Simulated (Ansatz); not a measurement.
# CH₇BClNSi: a ladder of functionals and wavefunction methods

The task here is to estimate one member of a computed series from the others.

The runs use Ansatz 0.2.0, Gaussian basis; functionals in def2-TZVPP, the program's frozen cores in correlated methods.

The runs, in order: PBE-D4, r2SCAN-D4, PBE0-D4, B3LYP-D4, ωB97X-V, ωB97M-V, B2PLYP; CCSD(T)/def2-TZVPP; MP2/def2-QZVPP; extrapolation to the limit.

## Structure used throughout

An earlier PBE0-D4 in a triple-zeta def2 set relaxation fixed the geometry.

SMILES `BN[SiH](C)Cl`, 12 atoms, charge 0, spin multiplicity 1.

Atoms are counted from 1 here; the program's logs count them from 0.

Bond lengths: B1–N2 1.400 Å, B1–H6 1.197 Å, B1–H7 1.197 Å, N2–Si3 1.737 Å, N2–H8 1.012 Å, Si3–C4 1.847 Å, Si3–Cl5 2.064 Å, Si3–H9 1.482 Å, C4–H10 1.091 Å, C4–H11 1.092 Å, C4–H12 1.092 Å. Angles: N2–B1–H6 119.4°, N2–B1–H7 119.5°, H6–B1–H7 121.1°, B1–N2–Si3 128.0°, B1–N2–H8 116.4°, Si3–N2–H8 115.6°, N2–Si3–C4 111.8°, N2–Si3–Cl5 108.6°, N2–Si3–H9 108.8°, C4–Si3–Cl5 109.4°, C4–Si3–H9 112.8°, Cl5–Si3–H9 105.1°, Si3–C4–H10 111.1°, Si3–C4–H11 109.2°, Si3–C4–H12 110.9°, H10–C4–H11 108.4°, H10–C4–H12 108.5°, H11–C4–H12 108.6°.

Set-up of the first run:

File in.yaml:

```yaml
crystal:
  periodic: [false, false, false]
  atoms:
    - {symbol: B, position_ang: [-1.833830, 0.395042, 0.508086]}
    - {symbol: N, position_ang: [-0.921678, 0.808077, -0.470438]}
    - {symbol: Si, position_ang: [0.711971, 0.268500, -0.706440]}
    - {symbol: C, position_ang: [1.157225, -1.099235, 0.452770]}
    - {symbol: Cl, position_ang: [1.983771, 1.866339, -0.404175]}
    - {symbol: H, position_ang: [-1.505191, -0.435837, 1.304284]}
    - {symbol: H, position_ang: [-2.930802, 0.873535, 0.531302]}
    - {symbol: H, position_ang: [-1.244497, 1.517221, -1.115636]}
    - {symbol: H, position_ang: [0.891353, -0.103553, -2.129588]}
    - {symbol: H, position_ang: [1.070700, -0.777952, 1.492023]}
    - {symbol: H, position_ang: [2.190316, -1.403178, 0.269905]}
    - {symbol: H, position_ang: [0.507663, -1.964258, 0.301809]}
basis:
  gaussian: {orbitals: def2-TZVPP}
hamiltonian: {xc: pbe, dispersion: d4}
output: {forces: true, orbitals: {seedname: orbitals}}
```

Run with:

```
> ansatz run in.yaml --threads 4 --pin off --events-out ev --progress --plain --max-ram 10444MiB
```

Steps of the session up to this table: PBE-D4 (GGA); r2SCAN-D4 (meta-GGA); PBE0-D4 (hybrid); B3LYP-D4 (hybrid); ωB97X-V (range-separated); ωB97M-V (range-separated); B2PLYP (double hybrid); CCSD(T) in def2-TZVPP; MP2 in def2-QZVPP.

One table of the session follows, with a row left open; its other results are not shown here.

| method | atomisation energy (kJ/mol) |
| --- | --- |
| PBE-D4 | 4426.7 |
| r2SCAN-D4 | 4392.7 |
| PBE0-D4 | 4384.2 |
| B3LYP-D4 | 4392.1 |
| ωB97X-V | 4403.8 |
| ωB97M-V | 4409.6 |
| B2PLYP | 4340.5 |
| HF/def2-TZVPP | 3316.4 |
| MP2/def2-TZVPP | ? |
| CCSD/def2-TZVPP | 4212.1 |
| CCSD(T)/def2-TZVPP | 4265.0 |
| MP2/CBS | 4432.3 |
| CCSD(T)/CBS | 4377.7 |

Estimate the missing values for MP2/def2-TZVPP.

**Answer.** atomisation energy (kJ/mol): 4319.6. In the column «atomisation energy (kJ/mol)» it lies between CCSD(T)/def2-TZVPP (4265.0) and B2PLYP (4340.5).

Among the levels timed on like hardware and quicker than the yardstick, those that no quicker one beats, quickest first: PBE-D4 (3.2 s, +49.0 kJ/mol); PBE0-D4 (4 s, +6.5 kJ/mol).

B2PLYP carry no dispersion term (for B3LYP, D4 adds 44.4 kJ/mol).

To keep in mind: Free atoms (1 B, 1 N, 1 Si, 1 C, 1 Cl, 7 H) were run apart at each level; the atomisation energy is their sum less the molecule, without zero-point or spin-orbit terms.
